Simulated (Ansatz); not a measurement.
# C2H11NSi2: the cost of one run

Method: the settings change from run to run; program: Ansatz 0.2.0, Gaussian basis.

**1. The relaxed structure**

The structure was relaxed beforehand with PBE0-D4 in a triple-zeta def2 set.

SMILES `C[SiH2]N(C)[SiH3]`, 16 atoms, charge 0, spin multiplicity 1.

Atoms are counted from 1 here; the program's logs count them from 0.

Bond lengths: C1–Si2 1.867 Å, C1–H6 1.094 Å, C1–H7 1.093 Å, C1–H8 1.092 Å, Si2–N3 1.730 Å, Si2–H9 1.493 Å, Si2–H10 1.486 Å, N3–C4 1.461 Å, N3–Si5 1.724 Å, C4–H11 1.094 Å, C4–H12 1.097 Å, C4–H13 1.095 Å, Si5–H14 1.492 Å, Si5–H15 1.491 Å, Si5–H16 1.483 Å. Angles: Si2–C1–H6 110.1°, Si2–C1–H7 111.7°, Si2–C1–H8 110.9°, H6–C1–H7 107.6°, H6–C1–H8 108.3°, H7–C1–H8 108.2°, C1–Si2–N3 112.3°, C1–Si2–H9 108.1°, C1–Si2–H10 110.4°, N3–Si2–H9 109.9°, N3–Si2–H10 107.2°, H9–Si2–H10 108.9°, Si2–N3–C4 117.4°, Si2–N3–Si5 125.6°, C4–N3–Si5 116.5°, N3–C4–H11 111.2°, N3–C4–H12 112.2°, N3–C4–H13 111.0° and more.

**2. BHLYP/def2-SVPD**

Options: a point charge of 1.00 e beside it.

in.yaml

```yaml
crystal:
  periodic: [false, false, false]
  atoms:
    - {symbol: C, position_ang: [-0.214966, 0.547106, -2.294279]}
    - {symbol: Si, position_ang: [-0.925575, 0.650467, -0.570766]}
    - {symbol: N, position_ang: [0.060737, -0.162074, 0.595466]}
    - {symbol: C, position_ang: [0.164289, -1.615831, 0.493730]}
    - {symbol: Si, position_ang: [0.788728, 0.566957, 1.977259]}
    - {symbol: H, position_ang: [-0.877683, 1.048129, -3.005438]}
    - {symbol: H, position_ang: [-0.101997, -0.489115, -2.622637]}
    - {symbol: H, position_ang: [0.764915, 1.027731, -2.340761]}
    - {symbol: H, position_ang: [-2.289550, 0.042536, -0.593757]}
    - {symbol: H, position_ang: [-1.036872, 2.068220, -0.139697]}
    - {symbol: H, position_ang: [0.008734, -1.952046, -0.535706]}
    - {symbol: H, position_ang: [-0.572222, -2.129194, 1.123283]}
    - {symbol: H, position_ang: [1.160266, -1.960885, 0.791162]}
    - {symbol: H, position_ang: [0.131183, 0.152058, 3.251065]}
    - {symbol: H, position_ang: [2.214499, 0.141766, 2.072502]}
    - {symbol: H, position_ang: [0.702612, 2.041574, 1.842974]}
basis:
  gaussian: {orbitals: def2-SVPD, point_charges: [{charge: 1.00, position_ang: [7.176, -0.670, 0.210]}]}
hamiltonian: {xc: {name: BHLYP}}
```

Run with:

```bash
$ ansatz run in.yaml --threads 2 --pin off --events-out ev --progress --plain --max-ram 32768MiB --backend cpu
```

What time and memory should one allow on 2 threads of AMD EPYC 7R13, shared host?

About 4 s, with a peak of 0.45 GiB.
